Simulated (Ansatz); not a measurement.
# A single-point run on Nb2AlS2

One self-consistent run on Nb2AlS2 (a structure type of another compound, with these elements put in), nothing relaxed, to see gap or metal, charges, bonding, and the stress on the cell.

Method: DFT, r2SCAN, no spin polarisation, plane waves, PAW, in Ansatz 0.2.0.

### Step 1. The cell

Symmetry: P-3m1, No. 164, trigonal system. The conventional cell has a = 3.411 Å, b = 3.411 Å, c = 8.918 Å, α = 90.00°, β = 90.00°, γ = 120.00°. Nb (site symmetry 3m) is surrounded by 3 Al at 2.34 Å and 3 S at 2.61 Å. S (site symmetry 3m) is surrounded by 3 Nb at 2.61 Å. Al (site symmetry -3m) has 6 Nb at 2.34 Å as nearest neighbours.

Coordinates:

```
Nb S Al
1.0
     3.41082    0.00000    0.00000
    -1.70541    2.95386    0.00000
     0.00000    0.00000    8.91780
Nb S Al
2 2 1
Direct
  0.33330 0.66670 0.14100
  0.66670 0.33330 0.85900
  0.33330 0.66670 0.66700
  0.66670 0.33330 0.33300
  0.00000 0.00000 0.00000
```

Its first density is an earlier solution for the same cell, read from a checkpoint.

### Step 2. Self-consistent run

Contents of input.yaml:

```yaml
crystal:
  lattice:
    - [3.410822, 0.0, 0.0]
    - [-1.705411, 2.953861, 0.0]
    - [0.0, 0.0, 8.917801]
  atoms:
    - { symbol: Nb, position: [0.3333, 0.6667, 0.141] }
    - { symbol: Nb, position: [0.6667, 0.3333, 0.859] }
    - { symbol: S, position: [0.3333, 0.6667, 0.667] }
    - { symbol: S, position: [0.6667, 0.3333, 0.333] }
    - { symbol: Al, position: [0.0, 0.0, 0.0] }
  symmetry: { tolerance: 0.0003 }
kpoints:
  mp_grid: { grid: [11, 11, 4], shift: [0, 0, 0] }
  band_path:
    path:
      - [0.0, 0.0, 0.0]
      - [0.5, 2.1e-07, 0.0]
      - [0.33333333, 0.33333354, 0.0]
      - [0.0, 0.0, 0.0]
      - [0.0, 0.0, 0.5]
      - [0.5, 2.1e-07, 0.5]
      - [0.33333333, 0.33333354, 0.5]
      - [0.0, 0.0, 0.5]
      - [0.5, 2.1e-07, 0.5]
      - [0.5, 2.1e-07, 0.0]
      - [0.33333333, 0.33333354, 0.5]
    npoints: 6
magnetization:
  spin_polarized: false
scf:
  occupations: { method: fermi_dirac, width: 0.0545 }
  lower_state_search: "off"
  max_iter: 200
hamiltonian:
  pseudopotentials: { kind: paw }
  xc: r2scan
basis:
  ecutwfc: 500
  fft_grid_basis: typed
output:
  forces: true
  stress: true
  eigenvalues: true
  bader: true
  populations: true
  elf: true
  write_potential: true
  volumetric_format: npy
  dos:
    e_range: [-12, 8]
    de: 0.05
    projected: { site_lists: { Al: [Al], Nb: [Nb], S: [S] } }
checkpoint:
  read: saved_state
```

Q: Predict the outcome of this session. Wanted: largest force; pressure; character; Bader charges.

As calculated:

| quantity | value |
| --- | --- |
| largest force | 7.857 eV/Å on Nb |
| pressure | 17.6 GPa |
| formation energy (elements from separate runs) | 0.02 eV/atom |
| character | metal |
| density of states, mean within 0.25 eV of the Fermi level | 2.1 per eV per cell |
| Bader charges | Nb +0.46, S -0.70, Al +0.48 e |

Bands cross the Fermi level: a metal; within 0.25 eV of the Fermi level the density of states averages 2.1 per eV per cell, mostly Nb d (47 %) and S p (39 %). Forces reach 7.9 eV/Å, so the geometry is far from rest and the levels are not those of the relaxed cell. By Bader's partition Al gives up most (+0.48 e) and S takes most (-0.70 e). Set against separate runs on the elements (Nb bcc, alpha-S8 (Fddd), Al fcc), it forms at 0.02 eV per atom, too near zero to call. The atoms are not at rest: the largest force, 7.86 eV/Å, acts on Nb. The geometry is far from any minimum; its shortest contact is 2.34 Å.

Keep in mind: an odd count of electrons without spin polarisation forces a partly filled band.
